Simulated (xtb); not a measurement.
# [WSF4]− (SMILES [F][W-]([F])([F])([F])=[S]): GFN1-xTB

Wanted: an optimisation with harmonic vibrations of [WSF4]−. 

The calculation is run with xtb 6.7.1.

3 further runs of the same task are left out: 3 set aside as unsound or not needed.

### Step 1. The molecule

[WSF4]− has 6 atoms, charge -1, and is taken as a doublet. As SMILES, `[F][W-]([F])([F])([F])=[S]`. The shape comes from GFN2-xTB, which is rough for such elements, and wasn't checked as a minimum. The run starts from this shape.

Bond lengths: W1–S2 2.193 Å, W1–F3 1.968 Å, W1–F4 1.969 Å, W1–F5 1.967 Å, W1–F6 1.969 Å. Angles: S2–W1–F3 111.4°, S2–W1–F4 111.2°, S2–W1–F5 111.3°, S2–W1–F6 111.3°, F3–W1–F4 82.4°, F3–W1–F5 137.3°, F3–W1–F6 82.4°, F4–W1–F5 82.4°, F4–W1–F6 137.5°, F5–W1–F6 82.4°.

### Step 2. An optimisation with harmonic vibrations at GFN1-xTB

The input, xcontrol:

```
$chrg -1
$spin 1
$end
```

The input, geom.xyz:

```xyz
6
F4SW
W      0.00026    -0.00060     0.11112
S      0.00456    -0.00718     2.30460
F      1.83169     0.01313    -0.60982
F     -0.01329     1.83695    -0.59547
F     -1.83402    -0.00980    -0.59976
F      0.01080    -1.83250    -0.61067
```

Launch:

```console
$ xtb geom.xyz --input xcontrol --ohess vtight --gfn 1 --parallel 1 > out.txt 2> xtb.err
```

**Question.** What will come out? Wanted: total energy at the end; HOMO energy; LUMO energy; dispersion energy; lowest harmonic wavenumber; highest harmonic wavenumber; zero-point energy.

Computed results:

Level: GFN1-xTB.

```
                   quantity         value
    total energy at the end  -27.02596 Eh
HOMO energy (partly filled)      -2.91 eV
                LUMO energy      -1.73 eV
          dispersion energy  -5.13 kJ/mol
 lowest harmonic wavenumber       58 cm⁻¹
highest harmonic wavenumber      646 cm⁻¹
          zero-point energy   21.0 kJ/mol
```

In words: At the final geometry: Bond lengths: W1–S2 2.158 Å, W1–F3 1.920 Å, W1–F4 1.920 Å, W1–F5 1.920 Å, W1–F6 1.920 Å. Angles: S2–W1–F3 107.8°, S2–W1–F4 107.7°, S2–W1–F5 107.7°, S2–W1–F6 107.7°, F3–W1–F4 84.7°, F3–W1–F5 144.5°, F3–W1–F6 84.7°, F4–W1–F5 84.7°, F4–W1–F6 144.5°, F5–W1–F6 84.7°. All 12 modes are real, so the shape is a minimum at this level.
